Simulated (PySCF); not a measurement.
**Ga₂O: structure of the singlet**

Where does singlet Ga₂O go from a bent start, is the end point a minimum, and what are its modes, charges and moments?

The runs use PySCF 2.14.0; PBE0, basis O def2-TZVP, Ga def2-TZVP, no relativity, density fitting.

### 1 Where the work starts

3 atoms, charge 0, spin multiplicity 1.

Bond lengths: O1–Ga2 1.870 Å, O1–Ga3 1.870 Å. Angles: Ga2–O1–Ga3 110.0°.

Coordinates in bohr (charge 0 multiplicity 1):
```
O     0.0000    0.0000   -1.8162
Ga    2.8947    0.0000    0.2107
Ga   -2.8947    0.0000    0.2107
```

### 2 Bent start, singlet: relaxation

The steps below are one call of a driver around PySCF. For each, scf.py gives the equivalent set-up of the SCF; relaxations use the driver's own optimiser. Before each start the driver seeks the lowest SCF state from one or more starting densities and follows internal instabilities, so scf.py alone need not reach the same state.

The program finds C2v symmetry in the start, which this walk keeps.

Input file scf.py:

```python
from pyscf import gto, scf, dft
mol = gto.M(atom='''
O      0.000000     0.000000    -0.961085
Ga     1.531800    -0.000000     0.111515
Ga    -1.531800     0.000000     0.111515''',
    basis={'O': 'def2-TZVP', 'Ga': 'def2-TZVP'},
    charge=0, spin=0)
mf = dft.RKS(mol, xc='PBE0')
mf.grids.atom_grid = (50, 194)
aux = {'O': 'def2-universal-JKFIT', 'Ga': 'def2-universal-JKFIT'}
mf = mf.density_fit(auxbasis=aux)
mf.kernel()
```

After this run come: Is it a minimum? Harmonic modes.

Before running it: what results should come out? Wanted: minimum; geometry; wavenumbers; dipole moment; highest occupied, lowest empty level; polar-tensor charge of O1; zero-point energy; atomisation energy.

**Answer**, as computed:

| quantity | value |
| --- | --- |
| minimum | singlet, D∞h |
| geometry | O–Ga 1.801 Å (×2); Ga–O–Ga 180.0° |
| wavenumbers (cm⁻¹) | 66 (πu), 297 (σg+), 848 (σu+) |
| dipole moment | 0.00 D |
| highest occupied, lowest empty level | -6.31, -1.05 eV |
| polar-tensor charge of O1 | -1.24 e |
| zero-point energy | 7.6 kJ/mol |
| entropy at 298.15 K | 288.2 J/(mol K) |
| atomisation energy (no zero-point energy) | 875 kJ/mol |

What this shows: The bent start (C2v) ends in a minimum of D∞h symmetry. In the infrared the band at 848 cm⁻¹ (σu+) leads. The dipole vanishes although O1 carries -1.2 e by the polar tensor: the bond dipoles cancel. Other starts or spin states, not run here, may lie lower. Take wavenumbers under 90 cm⁻¹ as rough.
